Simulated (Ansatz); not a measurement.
**C₃H₈BFOS: up Jacob's ladder to CCSD(T)**

An exercise on one series of results from a longer session: the logs are not shown, and one member is left open.

The runs use Ansatz 0.2.0, Gaussian basis; functionals in def2-TZVPP, the program's frozen cores in correlated methods.

Plan: PBE-D4, r2SCAN-D4, PBE0-D4, B3LYP-D4, ωB97X-V, ωB97M-V, B2PLYP; CCSD(T)/def2-TZVPP; MP2/def2-QZVPP; extrapolation to the limit.

### Structure used throughout

The geometry comes from an earlier relaxation with PBE0-D4 in a triple-zeta def2 set; it is a stationary point, not always the lowest conformer.

15 atoms, charge 0, spin multiplicity 1.

Atoms are counted from 1 here; the program's logs count them from 0.

Bond lengths: C1–C2 1.513 Å, C1–H8 1.092 Å, C1–H9 1.093 Å, C1–H10 1.092 Å, C2–C3 1.511 Å, C2–O4 1.437 Å, C2–H11 1.095 Å, C3–H12 1.091 Å, C3–H13 1.092 Å, C3–H14 1.092 Å, O4–B5 1.342 Å, B5–F6 1.336 Å, B5–S7 1.814 Å, S7–H15 1.342 Å. Angles: C2–C1–H8 110.9°, C2–C1–H9 110.3°, C2–C1–H10 110.3°, H8–C1–H9 108.6°, H8–C1–H10 108.1°, H9–C1–H10 108.5°, C1–C2–C3 113.0°, C1–C2–O4 109.1°, C1–C2–H11 109.4°, C3–C2–O4 107.2°, C3–C2–H11 109.6°, O4–C2–H11 108.4°, C2–C3–H12 110.8°, C2–C3–H13 110.3°, C2–C3–H14 110.4°, H12–C3–H13 108.5°, H12–C3–H14 108.4°, H13–C3–H14 108.5° and more.

The first run:

Contents of in.yaml:

```yaml
crystal:
  periodic: [false, false, false]
  atoms:
    - {symbol: C, position_ang: [-0.228112, 0.855892, -1.372731]}
    - {symbol: C, position_ang: [0.499596, 0.216311, -0.210755]}
    - {symbol: C, position_ang: [1.474076, -0.853923, -0.642743]}
    - {symbol: O, position_ang: [-0.459333, -0.407692, 0.658879]}
    - {symbol: B, position_ang: [-1.035713, 0.253065, 1.675217]}
    - {symbol: F, position_ang: [-0.730383, 1.525012, 1.946014]}
    - {symbol: S, position_ang: [-2.262595, -0.540182, 2.750694]}
    - {symbol: H, position_ang: [-0.919220, 1.625788, -1.024252]}
    - {symbol: H, position_ang: [-0.794688, 0.102910, -1.925654]}
    - {symbol: H, position_ang: [0.484934, 1.322800, -2.055768]}
    - {symbol: H, position_ang: [1.029514, 0.988901, 0.355775]}
    - {symbol: H, position_ang: [1.964560, -1.302953, 0.222409]}
    - {symbol: H, position_ang: [2.241224, -0.427073, -1.292106]}
    - {symbol: H, position_ang: [0.953980, -1.641819, -1.192494]}
    - {symbol: H, position_ang: [-2.217830, -1.717038, 2.107535]}
basis:
  gaussian: {orbitals: def2-TZVPP}
hamiltonian: {xc: pbe, dispersion: d4}
output: {forces: true, orbitals: {seedname: orbitals}}
```

Started as:

```bash
> ansatz run in.yaml --threads 2 --pin off --events-out ev --progress --plain --max-ram 22528MiB --backend cuda --devices 0, --max-vram 18GiB
```

Steps of the session up to this table: PBE-D4 (GGA); r2SCAN-D4 (meta-GGA); PBE0-D4 (hybrid); B3LYP-D4 (hybrid); ωB97X-V (range-separated); ωB97M-V (range-separated); B2PLYP (double hybrid); CCSD(T) in def2-TZVPP; MP2 in def2-QZVPP.

One table of the session follows, with a row left open; its other results are not shown here.

It belongs to the step «Atomisation energies». 

| method | atomisation energy (kJ/mol) |
| --- | --- |
| PBE-D4 | 6242.0 |
| r2SCAN-D4 | 6142.5 |
| PBE0-D4 | 6138.0 |
| B3LYP-D4 | 6102.0 |
| ωB97X-V | ? |
| ωB97M-V | 6135.5 |
| B2PLYP | 6049.1 |
| HF/def2-TZVPP | 4566.4 |
| MP2/def2-TZVPP | 6083.2 |
| CCSD/def2-TZVPP | 5875.2 |
| CCSD(T)/def2-TZVPP | 5961.8 |
| MP2/CBS | 6223.2 |
| CCSD(T)/CBS | 6101.8 |

Estimate the missing values for ωB97X-V.

The run gave: atomisation energy (kJ/mol): 6120.3. In the column «atomisation energy (kJ/mol)» it lies between B3LYP-D4 (6102.0) and ωB97M-V (6135.5).

Limits of these values: Free atoms (3 C, 1 O, 1 B, 1 F, 1 S, 8 H) were run apart at each level; the atomisation energy is their sum less the molecule, without zero-point or spin-orbit terms.
